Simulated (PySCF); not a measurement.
# C4H12PSi+: electronic excitations

Wanted: the electronic excitations of C4H12PSi+ (`C=C(C)[PH2+]C[SiH3]`), by calculation.

Programs: PySCF 2.14.0, with density-fitted response routines of our own. Each step states its level of theory. These are calculated values for one molecule in the gas phase, unless marked as measured. Atoms are numbered from 0 throughout.

## 1. The starting structure

18 atoms, charge 1, multiplicity 1; geometry from: GFN2-xTB.

Bonds of the start (Å): C0–C1 1.33, C1–C2 1.50, C1–P3 1.80, P3–C4 1.79, C4–Si5 1.96, C0–H6 1.08, C0–H7 1.08, C2–H8 1.09, C2–H9 1.09, C2–H10 1.09, P3–H11 1.38, P3–H12 1.38, C4–H13 1.09, C4–H14 1.09, Si5–H15 1.46, Si5–H16 1.46, Si5–H17 1.45.

## 2. Ultraviolet spectrum: B3LYP/def2-SVPD

What the job is given:

```
{"job": {"kind": "uv", "xc": "B3LYP", "basis": "def2-SVPD", "nstates": 8, "ntriplets": 3}, "charge": 1, "multiplicity": 1}
C     -1.063507    -0.489328     1.649022
C     -1.305700    -0.101447     0.402211
C     -2.577623    -0.320499    -0.354533
P     -0.070485     0.804255    -0.546678
C      1.570167     0.956608     0.145255
Si     2.636936    -0.684899     0.038567
H     -1.811594    -1.010773     2.223657
H     -0.123888    -0.307788     2.144403
H     -2.923058     0.608616    -0.810902
H     -2.424591    -1.046895    -1.153681
H     -3.355363    -0.696098     0.304756
H     -0.004983     0.226075    -1.797763
H     -0.612214     2.045810    -0.828406
H      2.078972     1.744706    -0.415004
H      1.473333     1.303581     1.176190
H      1.890711    -1.707274     0.770405
H      2.699082    -0.984687    -1.391307
H      3.915046    -0.333646     0.637873
```

With the program's defaults for keys left out, this is: TDDFT B3LYP/def2-SVPD, vertical, gas phase, core orbitals frozen in the response.

On the command line:

```bash
$ OMP_NUM_THREADS=1 python probes_run.py task.json out
```

One launch serves the whole session: the jobs run in the order shown.

Standard output:

```text
coarse grid: 15032 points
cycle   1  E = -789.7970107774  dE =  6.024e-01  |g| = 4.440e-01  |ddm| = 6.861e+00
cycle   2  E = -789.7652861002  dE =  3.172e-02  |g| = 5.522e-01  |ddm| = 1.984e+00
cycle   3  E = -789.8499182138  dE = -8.463e-02  |g| = 9.074e-02  |ddm| = 1.081e+00
cycle   4  E = -789.8516774219  dE = -1.759e-03  |g| = 4.655e-02  |ddm| = 1.948e-01
cycle   5  E = -789.8522321826  dE = -5.548e-04  |g| = 6.614e-03  |ddm| = 8.026e-02
cycle   6  E = -789.8522444159  dE = -1.223e-05  |g| = 2.185e-03  |ddm| = 1.992e-02
cycle   7  E = -789.8522456945  dE = -1.279e-06  |g| = 3.385e-04  |ddm| = 4.549e-03
final grid: 133152 points
cycle   8  E = -789.9584015220  dE = -3.827e-05  |g| = 4.583e-03  |ddm| = 1.186e-01
cycle   9  E = -789.9583995714  dE =  1.951e-06  |g| = 5.350e-03  |ddm| = 1.794e-02
cycle  10  E = -789.9584073043  dE = -7.733e-06  |g| = 3.480e-04  |ddm| = 9.016e-03
cycle  11  E = -789.9584073368  dE = -3.250e-08  |g| = 1.363e-04  |ddm| = 1.071e-03
cycle  12  E = -789.9584073409  dE = -4.104e-09  |g| = 6.150e-05  |ddm| = 3.004e-04
cycle  13  E = -789.9584073418  dE = -9.134e-10  |g| = 1.940e-05  |ddm| = 1.075e-04
converged SCF energy = -789.9584073418

Static polarisability (au): isotropic 92.448, principal 75.920 94.165 107.259

Singlet excitations
state   eV       nm        f      main configurations
  1   6.6205    187.3   0.13270   H->L 0.68, H->L+1 0.23
  2   6.7820    182.8   0.06050   H->L+1 0.72, H->L 0.22
  3   7.0989    174.7   0.00295   H->L+2 0.84
  4   7.2294    171.5   0.00719   H-1->L 0.53, H-2->L 0.28, H-4->L 0.09
  5   7.2605    170.8   0.01833   H-1->L 0.45, H-2->L 0.38, H-4->L 0.12
  6   7.4387    166.7   0.01271   H-3->L 0.86
  7   7.6413    162.3   0.00377   H-4->L 0.54, H-2->L 0.16, H->L+3 0.15
  8   7.7033    160.9   0.00975   H->L+3 0.73, H-4->L 0.13

Triplet excitations (Tamm-Dancoff, eV): 4.2280 6.6230 6.8837
```

Run time: 39 s. Hardware: 1 thread of Arm Neoverse V2, shared host; peak memory 0.87 GiB.

The orbitals next to the gap, with their largest atomic shares:

| orbital | eV | atoms |
| --- | --- | --- |
| HOMO−3 | -13.70 | Si5 40 %, H16 31 %, H17 15 % |
| HOMO−2 | -13.66 | Si5 35 %, H15 23 %, H17 16 % |
| HOMO−1 | -13.63 | C4 39 %, Si5 26 %, H15 9 % |
| HOMO | -12.33 | C1 35 %, C0 34 %, C2 10 % |
| LUMO | -5.54 | C0 34 %, C1 23 %, P3 16 % |
| LUMO+1 | -4.59 | P3 30 %, Si5 12 %, C4 10 % |
| LUMO+2 | -4.25 | P3 30 %, H12 12 %, C4 11 % |

With each of the 8 states as a Gaussian band of 0.4 eV half-width at 1/e, the curve within the window shown has maxima at 186 nm (ε 7,700) L/(mol cm). Beyond the last state computed it falls off for lack of states. The curve at chosen wavelengths:

nm, ε (L/mol/cm) and a bar:
```
      155        394 
      157        622 #
      159        894 ##
      161       1188 ###
      163       1486 ####
      165       1773 ######
      167       2058 #######
      169       2371 ########
      171       2768 ##########
      173       3307 ############
      175       4024 ###############
      177       4901 ##################
      179       5851 ######################
      182       7107 ###########################
      184       7613 ##############################
      186       7732 ##############################
      188       7441 #############################
      190       6792 ##########################
      192       5891 ######################
      194       4867 ##################
      196       3838 ##############
      198       2896 ##########
      200       2097 #######
      202       1460 ####
      204        979 ##
      206        635 #
```

Further results of this job:

| property | computed |
| --- | --- |
| polarisability (Å³) | 13.70 |
| HOMO–LUMO gap (eV) | 6.79 |
| −ε(HOMO) (eV) | 12.33 |

## 3. Results

| quantity | value |
| --- | --- |
| lowest singlet (B3LYP/def2-SVPD) | 6.62 eV (187 nm), f = 0.133 |
| lowest triplet | 4.23 eV |

What this shows: The first singlet state (HOMO→LUMO 0.68, HOMO→LUMO+1 0.23) lies at 6.62 eV and is bright. The lowest triplet lies 2.39 eV below the lowest singlet (triplets in Tamm-Dancoff, singlets in full TDDFT).
